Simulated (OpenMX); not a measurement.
Runs of OpenMX 3.8.5 on CrN. The cell holds a sheet with vacuum, 2 atoms: a = 2.724 Å, b = 2.724 Å, c = 23.800 Å, α = 90.00°, β = 90.00°, γ = 90.00°. The cell was built by a generator and needn't be a form met in nature.

```tsv
U	gap on the mesh (eV)	moment (μB)	largest force (eV/Å)
Cr U = 6 eV	none	3.00	0.01
Cr U = 8 eV	none	3.00	0.01
Cr U = 2 eV	none	2.96	0.01
Cr U = 0 eV	none	(a)	0.01
Cr U = 4 eV	none	3.00	0.01
```

Alike in all rows: task single point; level PBE+U; potentials or basis OpenMX 2013 PBE set, Cr6.0-s3p2d2, N6.0-s2p2d1, grid cutoff 400 Ry; spin collinear, ferromagnetic start; cell as given; k mesh 7 × 7 × 1; smearing fermi-dirac 0.05 eV.

Task: Fill in the values left out.

Result: (a) 2.64.

Caveats: no basis functions reach into the vacuum, so the work function isn't listed; the basis of atomic orbitals isn't converged, which shifts pressures, moduli and gaps; only a ferromagnetic start was run, and an antiferromagnetic order may lie lower in energy; U acts on the first radial function of the shell alone, so its value doesn't carry over to other programs (some runs).

A gap of «none» marks a metal or a gap under the smearing width.
